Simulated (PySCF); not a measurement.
**GeH3O2F (SMILES [OH][GeH]([OH])[F]): CAM-B3LYP/def2-SVP**

What is the vertical singlet–triplet gap of GeH3O2F at CAM-B3LYP/def2-SVP? The job is set up through a Python script.

The results are computed with PySCF 2.14.0.

### 1 The system as given

GeH3O2F has 7 atoms, charge 0, and is taken as a singlet. As SMILES, `[OH][GeH]([OH])[F]`. Geometry: relaxed at PBE0-D4/def2-TZVP. This is one conformer, not always the lowest.

Bond lengths: O1–Ge2 1.758 Å, Ge2–O3 1.748 Å, Ge2–F4 1.736 Å, O1–H5 0.961 Å, Ge2–H6 1.522 Å, O3–H7 0.961 Å. Angles: O1–Ge2–O3 108.4°, O1–Ge2–F4 104.7°, O3–Ge2–F4 110.1°, O1–Ge2–H6 116.0°, O3–Ge2–H6 108.9°, F4–Ge2–H6 108.5°, Ge2–O1–H5 112.4°, Ge2–O3–H7 112.8°.

### 2 The energy at CAM-B3LYP/def2-SVP

The input, calc.py:

```python
# [OH][GeH]([OH])[F]
from pyscf import gto, dft

system = gto.M(
    atom='''
O     -0.666884     2.154855    -1.623842
Ge    -0.203146    -0.050645     0.817118
O      2.868982    -1.239660     0.581280
F     -2.381622    -2.427353     0.213917
H     -2.285057     1.968717    -2.426219
H     -0.626255     0.918029     3.491269
H      3.409822    -1.452632    -1.139694
''',
    verbose=4,
    unit='bohr',
    max_memory=1860,
    spin=0,
    basis='def2-svp',
)

mf = dft.RKS(system, xc='cam-b3lyp')
mf.grids.level = 4
mf.conv_tol = 1e-10
mf.kernel()
if not mf.converged:
    mf = mf.newton().run(mf.mo_coeff, mf.mo_occ)

e_tot = mf.e_tot
print('Final energy', e_tot)
```

Command:

```
$ OMP_NUM_THREADS=1 python calc.py
```

The program printed:

```text
PySCF version 2.14.0

[INPUT] num. atoms = 7
[INPUT] num. electrons = 60
[INPUT] charge = 0
[INPUT] spin (= nelec alpha-beta = 2S) = 0
[INPUT] symmetry False subgroup None
[INPUT] Mole.unit = bohr
[INPUT] Symbol           X                Y                Z      unit          X                Y                Z       unit  Magmom
[INPUT]  1 O     -0.352899815127   1.140300158837  -0.859300180535 AA   -0.666884000000   2.154855000000  -1.623842000000 Bohr   0.0
[INPUT]  2 Ge    -0.107500233690  -0.026800179847   0.432400224233 AA   -0.203146000000  -0.050645000000   0.817118000000 Bohr   0.0
[INPUT]  3 O      1.518199892940  -0.655999821289   0.307600129164 AA    2.868982000000  -1.239660000000   0.581280000000 Bohr   0.0
[INPUT]  4 F     -1.260300087426  -1.284499890458   0.113200001428 AA   -2.381622000000  -2.427353000000   0.213917000000 Bohr   0.0
[INPUT]  5 H     -1.209200090053   1.041800171151  -1.283899803501 AA   -2.285057000000   1.968717000000  -2.426219000000 Bohr   0.0
[INPUT]  6 H     -0.331399874225   0.485800025764   1.847499991991 AA   -0.626255000000   0.918029000000   3.491269000000 Bohr   0.0
[INPUT]  7 H      1.804400095694  -0.768699750253  -0.603100092222 AA    3.409822000000  -1.452632000000  -1.139694000000 Bohr   0.0

nuclear repulsion = 327.327906586492
number of shells = 39
number of NR pGTOs = 167
number of NR cGTOs = 89
basis = def2-svp
ecp = {}

******** <class 'pyscf.dft.rks.RKS'> ********
method = RKS
initial guess = minao
damping factor = 0
level_shift factor = 0
DIIS = <class 'pyscf.scf.diis.CDIIS'>
diis_start_cycle = 1
diis_space = 8
diis_damp = 0
SCF conv_tol = 1e-10
SCF conv_tol_grad = None
SCF max_cycles = 50
direct_scf = True
direct_scf_tol = 1e-13
XC library pyscf.dft.libxc version 7.0.0
    S. Lehtola, C. Steigemann, M. J.T. Oliveira, and M. A.L. Marques.,  SoftwareX 7, 1–5 (2018)
XC functionals = cam-b3lyp
    T. Yanai, D. P. Tew, and N. C. Handy.,  Chem. Phys. Lett. 393, 51 (2004)
radial grids:
    Treutler-Ahlrichs [JCP 102, 346 (1995); DOI:10.1063/1.469408] (M4) radial grids

becke partition: Becke, JCP 88, 2547 (1988); DOI:10.1063/1.454033
pruning grids: <function nwchem_prune>
grids dens level: 4
symmetrized grids: False
atomic radii adjust function: <function treutler_atomic_radii_adjust>
small_rho_cutoff = 0
Set gradient conv threshold to 1e-05
Initial guess from minao.
tot grids = 162672
init E= -2328.28095493279
  HOMO = -0.413333454938565  LUMO = -0.0319312469152044  gap/eV = 10.37848
cycle= 1 E= -2328.53687776602  delta_E= -0.256  |g|= 1.16  |ddm|= 2.68
  HOMO = -0.257156567123838  LUMO = 0.0670690431354704  gap/eV = 8.82263
cycle= 2 E= -2328.38554370145  delta_E= 0.151  |g|= 1.53  |ddm|= 1.84
  HOMO = -0.39441203089016  LUMO = 0.0474217955460992  gap/eV = 12.02291
cycle= 3 E= -2328.77300387642  delta_E= -0.387  |g|= 0.0365  |ddm|= 1.05
  HOMO = -0.389180476609604  LUMO = 0.0539515525862808  gap/eV = 12.05824
cycle= 4 E= -2328.77325086404  delta_E= -0.000247  |g|= 0.0156  |ddm|= 0.0393
  HOMO = -0.390094252815356  LUMO = 0.0539151840936816  gap/eV = 12.08211
cycle= 5 E= -2328.77328179214  delta_E= -3.09e-05  |g|= 0.00987  |ddm|= 0.0165
  HOMO = -0.389978602269454  LUMO = 0.0540032293581825  gap/eV = 12.08136
cycle= 6 E= -2328.77329882071  delta_E= -1.7e-05  |g|= 0.000882  |ddm|= 0.00718
  HOMO = -0.38998738407723  LUMO = 0.0539941499607961  gap/eV = 12.08135
cycle= 7 E= -2328.77329906367  delta_E= -2.43e-07  |g|= 0.000222  |ddm|= 0.00137
  HOMO = -0.390012459825896  LUMO = 0.0539860866866233  gap/eV = 12.08182
cycle= 8 E= -2328.77329907144  delta_E= -7.77e-09  |g|= 9.08e-05  |ddm|= 0.000221
  HOMO = -0.389999999705801  LUMO = 0.0539892242533209  gap/eV = 12.08156
cycle= 9 E= -2328.77329907295  delta_E= -1.5e-09  |g|= 2.82e-05  |ddm|= 9.1e-05
  HOMO = -0.390003159064739  LUMO = 0.0539891208864289  gap/eV = 12.08165
cycle= 10 E= -2328.77329907311  delta_E= -1.62e-10  |g|= 1.2e-05  |ddm|= 3e-05
  HOMO = -0.390002402612944  LUMO = 0.0539891595519468  gap/eV = 12.08163
cycle= 11 E= -2328.77329907314  delta_E= -3.09e-11  |g|= 1.29e-06  |ddm|= 1.15e-05
  HOMO = -0.390002481579582  LUMO = 0.0539892812712299  gap/eV = 12.08163
Extra cycle  E= -2328.77329907313  delta_E= 1.27e-11  |g|= 1.3e-06  |ddm|= 2.49e-06
converged SCF energy = -2328.77329907313
Final energy -2328.7732990731265
```

Wall time 20 s (1 thread of Arm Neoverse V2, shared host); peak memory 0.45 GiB.

### 3 The triplet at the same level

The input, run.py:

```python
from pyscf import gto, dft

molecule = gto.M(
    atom='''
O       -0.352900       1.140300      -0.859300
Ge      -0.107500      -0.026800       0.432400
O        1.518200      -0.656000       0.307600
F       -1.260300      -1.284500       0.113200
H       -1.209200       1.041800      -1.283900
H       -0.331400       0.485800       1.847500
H        1.804400      -0.768700      -0.603100
''',
    basis='def2-svp',
    verbose=3,
    spin=2,
    max_memory=1860,
)

myscf = dft.UKS(molecule, xc='cam-b3lyp')
myscf.grids.level = 4
myscf.conv_tol = 1e-10
myscf.kernel()
if not myscf.converged:
    myscf = myscf.newton().run(myscf.mo_coeff, myscf.mo_occ)

e_tot = myscf.e_tot
print('E = %.10f Eh' % e_tot)
```

Command:

```
$ OMP_NUM_THREADS=1 python run.py
```

The program printed:

```text
WARN: HOMO -0.0319312420381932 >= LUMO -0.413333429952805

WARN: HOMO -0.0959728308402177 >= LUMO -0.203776001850902

WARN: HOMO -0.109610165983549 >= LUMO -0.266312522981327

WARN: HOMO -0.111558262405484 >= LUMO -0.250005195959375

WARN: HOMO -0.111875049065909 >= LUMO -0.239031700062079

WARN: HOMO -0.112286740010938 >= LUMO -0.238688143608721

WARN: HOMO -0.112893666189539 >= LUMO -0.234705078243732

WARN: HOMO -0.114071647298329 >= LUMO -0.233806720113742

WARN: HOMO -0.116300067531068 >= LUMO -0.232497112278569

WARN: HOMO -0.122420037270001 >= LUMO -0.228057024222693

WARN: HOMO -0.119585407978293 >= LUMO -0.233411203477279

WARN: HOMO -0.126559195538617 >= LUMO -0.227098398267281

WARN: HOMO -0.122505930351314 >= LUMO -0.230898947852413

WARN: HOMO -0.12380336768313 >= LUMO -0.230701496337656

WARN: HOMO -0.124811368805478 >= LUMO -0.229733715014087

WARN: HOMO -0.124153382894468 >= LUMO -0.230423334869738

WARN: HOMO -0.124869151097269 >= LUMO -0.2298477189746

WARN: HOMO -0.124434138314285 >= LUMO -0.23023008868632

WARN: HOMO -0.124417626944768 >= LUMO -0.230216707463405

WARN: HOMO -0.124381523884791 >= LUMO -0.230219366834175

WARN: HOMO -0.124388580177178 >= LUMO -0.230210930724442

WARN: HOMO -0.124396059502838 >= LUMO -0.230221431649606

WARN: HOMO -0.124390964861573 >= LUMO -0.230221708611881

WARN: HOMO -0.124396808544212 >= LUMO -0.23022404566473

WARN: HOMO -0.124397051552684 >= LUMO -0.230226345086391

WARN: HOMO -0.124395399180867 >= LUMO -0.230224595592836

WARN: HOMO -0.124395697725331 >= LUMO -0.230226438044006

WARN: HOMO -0.124394862637536 >= LUMO -0.230226324242983

WARN: HOMO -0.124394382880134 >= LUMO -0.230226250000083

WARN: HOMO -0.124394363571445 >= LUMO -0.230226268504641

converged SCF energy = -2328.49381539352  <S^2> = 2.0084638  2S+1 = 3.0056373
E = -2328.4938153935 Eh
```

Wall time 71 s (1 thread of Arm Neoverse V2, shared host); peak memory 0.47 GiB.

### 4 Results

At CAM-B3LYP/def2-SVP:

| quantity | value |
| --- | --- |
| singlet: total energy | -2328.77330 Eh |
| singlet: dipole moment | 1.22 D |
| singlet: HOMO energy | -10.61 eV |
| singlet: LUMO energy | 1.47 eV |
| singlet: HOMO–LUMO gap | 12.08 eV |
| triplet: total energy | -2328.49382 Eh |
| triplet: dipole moment | 2.01 D |
| triplet: HOMO energy (highest over α and β) | -3.38 eV |
| triplet: ⟨S²⟩ | 2.008 |
| vertical energy of the triplet above the singlet | 7.605 eV |

In words: At this shape the triplet lies 7.61 eV (734 kJ/mol) above the singlet. Mulliken charges (singlet) run from -0.43 on O1 to +0.93 on Ge2. Mulliken charges (triplet) run from -0.37 on F4 to +0.59 on Ge2.
